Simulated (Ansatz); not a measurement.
## MgGe2: band structure with PBE

MgGe2:

```
CELL_PARAMETERS angstrom
5.52149 -1.84985 0.00000
5.52149 1.84985 0.00000
-3.21762 0.00000 6.00777
ATOMIC_POSITIONS crystal
Ge 0.52923 0.52923 0.29362
Ge 0.47077 0.47077 0.70638
Ge 0.88039 0.88039 0.98544
Ge 0.11961 0.11961 0.01456
Mg 0.81529 0.81529 0.34925
Mg 0.18471 0.18471 0.65075
```

The cell comes from a database or a generator and needn't be the stable form of this composition.

```json
{
 "Program": "Ansatz 0.2.0",
 "Task": "band structure",
 "Functional": "PBE",
 "Potentials or basis": "Ansatz PAW",
 "Cutoff": "420 eV (not typed: the program's choice for these potentials)",
 "k mesh": "8 × 8 × 5",
 "Occupations": "fermi-dirac, width 0.05 eV",
 "Spin": "no spin polarisation",
 "Path": "[[\"X\", \"G\", \"Y\"], [\"L\", \"G\", \"Z\"], [\"N\", \"G\", \"M\"], [\"R\", \"G\"]]",
 "Points for each segment of the path": "14"
}
```

```yaml
Pressure: -0.4 GPa
Largest_force: 0.123 eV/Å
Band_gap_on_the_k_mesh: none (metal or under the smearing width)
```

Forces in eV/Å, atoms in the order of the input:
```
Ge  -0.119  0.000  0.032
Ge   0.119  0.000 -0.032
Ge  -0.011  0.000  0.021
Ge   0.011  0.000 -0.021
Mg  -0.018  0.000  0.002
Mg   0.018  0.000 -0.002
```

Stress tensor (GPa, compression positive):
```
-0.49  0.00 -0.02
 0.00  0.24  0.00
-0.02  0.00 -0.85
```

Levels at the corners of the path, in eV from the Fermi level:
```
point  band 35  band 36  band 37  band 38  band 39  band 40
    X    -1.71    -1.25    -0.52    -0.32     0.29     0.49
    Γ    -3.05    -0.68     0.19     1.11     1.15     2.42
    Y    -3.72    -3.06    -1.30    -1.23    -0.52     0.50
    L    -2.39    -1.52    -0.97    -0.90    -0.75    -0.26
    Γ    -3.05    -0.68     0.19     1.11     1.15     2.42
    Z    -0.86    -0.67     0.52     0.69     1.11     1.35
    N    -1.21    -1.08     0.40     0.48     1.15     1.75
    Γ    -3.05    -0.68     0.19     1.11     1.15     2.42
    M    -2.39    -1.52    -0.97    -0.90    -0.75    -0.26
    R    -3.72    -3.06    -1.30    -1.23    -0.52     0.50
    Γ    -3.05    -0.68     0.19     1.11     1.15     2.42
```

Wall time 13 s on 2 threads of Intel(R) Xeon(R) 6975P-C (Granite Rapids), on a shared host, peak memory 0.85 GiB.
